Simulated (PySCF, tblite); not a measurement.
# C5H9F3GeO: geometry, infrared bands and NMR shifts

What infrared bands and NMR shifts should C5H9F3GeO (`FC(F)(F)O[C@@H]1CC[C@H]1[GeH3]`) show?

Computed with tblite 0.8.0 and PySCF 2.14.0, with density-fitted response routines of our own, on a single molecule in the gas phase. Atoms count from 0, in the outputs and in this text.

## (1) Starting geometry

19 atoms, charge 0, multiplicity 1; geometry from: force field or distance geometry start.

Bonds of the start (Å): F0–C1 1.40, C1–F2 1.38, C1–F3 1.38, C1–O4 1.41, O4–C5 1.41, C5–C6 1.52, C6–C7 1.52, C7–C8 1.52, C8–Ge9 1.97, C8–C5 1.52, C5–H10 1.12, C6–H11 1.11, C6–H12 1.12, C7–H13 1.12, C7–H14 1.12, C8–H15 1.11, Ge9–H16 1.55, Ge9–H17 1.55, Ge9–H18 1.55.

## (2) Geometry optimisation with GFN2-xTB

Job settings and geometry (Å):

```
{"job": {"kind": "relax", "xc": "GFN2-xTB", "basis": "xTB"}, "charge": 0, "multiplicity": 1}
F      2.989900     0.685900     1.046300
C      2.281300     1.266500    -0.015100
F      1.386400     2.185500     0.484500
F      3.190100     1.932700    -0.820000
O      1.642400     0.265400    -0.768900
C      0.607800    -0.353700    -0.032500
C      0.194700    -1.665800    -0.682400
C     -1.167000    -1.078400    -0.998400
C     -0.756000     0.231400    -0.355800
Ge    -1.808000     0.658000     1.248600
H      0.821000    -0.491400     1.056000
H      0.773000    -1.922600    -1.590900
H      0.127600    -2.501500     0.064700
H     -1.335800    -0.983100    -2.100100
H     -1.999300    -1.604100    -0.472400
H     -0.726500     1.075100    -1.073700
H     -3.257000     1.005200     0.836100
H     -1.166200     1.866700     1.966500
H     -1.808300    -0.562600     2.200000
```

On the command line:

```bash
$ OMP_NUM_THREADS=1 python probes_run.py task.json out
```

This one command runs all jobs of the session in turn.

**Question.** This job is followed by: GFN2-xTB harmonic vibrations, gas phase; GIAO PBE0/pcSseg-1 NMR shielding, non-relativistic, gas phase. Predict these results of the whole session: strongest single infrared mode (GFN2-xTB); zero-point energy (GFN2-xTB); 13C shifts against TMS (PBE0/pcSseg-1); 1H shifts against TMS (PBE0/pcSseg-1, means over atoms taken as alike); 19F shifts against CFCl3 (PBE0/pcSseg-1, means over atoms taken as alike); 17O shifts against H2O (PBE0/pcSseg-1); 73Ge shifts against GeMe4 (PBE0/pcSseg-1).

**Answer**, as computed:

```
                                                                 quantity                                         value
                                strongest single infrared mode (GFN2-xTB)                         1229 cm⁻¹, 539 km/mol
                                             zero-point energy (GFN2-xTB)                                 81.5 kcal/mol
                                   13C shifts against TMS (PBE0/pcSseg-1)             130.9, 80.3, 32.2, 28.1, 18.2 ppm
   1H shifts against TMS (PBE0/pcSseg-1, means over atoms taken as alike)  4.54, 3.58, 2.58, 2.55, 2.54, 2.04, 1.61 ppm
19F shifts against CFCl3 (PBE0/pcSseg-1, means over atoms taken as alike)                                     -66.0 ppm
                                   17O shifts against H2O (PBE0/pcSseg-1)                                     138.8 ppm
                                73Ge shifts against GeMe4 (PBE0/pcSseg-1)                                      -208 ppm
```

What this shows: Over 173 steps the energy fell by 0.713 eV; of the close pairs, C1–O4 changed most, 1.407 to 1.309 Å. No mode is imaginary among the 51: a minimum at this level. GFN2-xTB is a fitted tight-binding method: band positions and strengths are rough. Its intensities can rank the bands wrongly. H10 (hydrogen on an sp3 CH bonded to O) lies farthest downfield among hydrogen, at 4.54 ppm; its carbon carries O, an electronegative neighbour. At PBE0/pcSseg-1: The largest span, 230 ppm, is at Ge9, where the paramagnetic term is -1216 ppm. Spin-orbit coupling is left out, which matters for shieldings and couplings at and beside the heavy atoms.
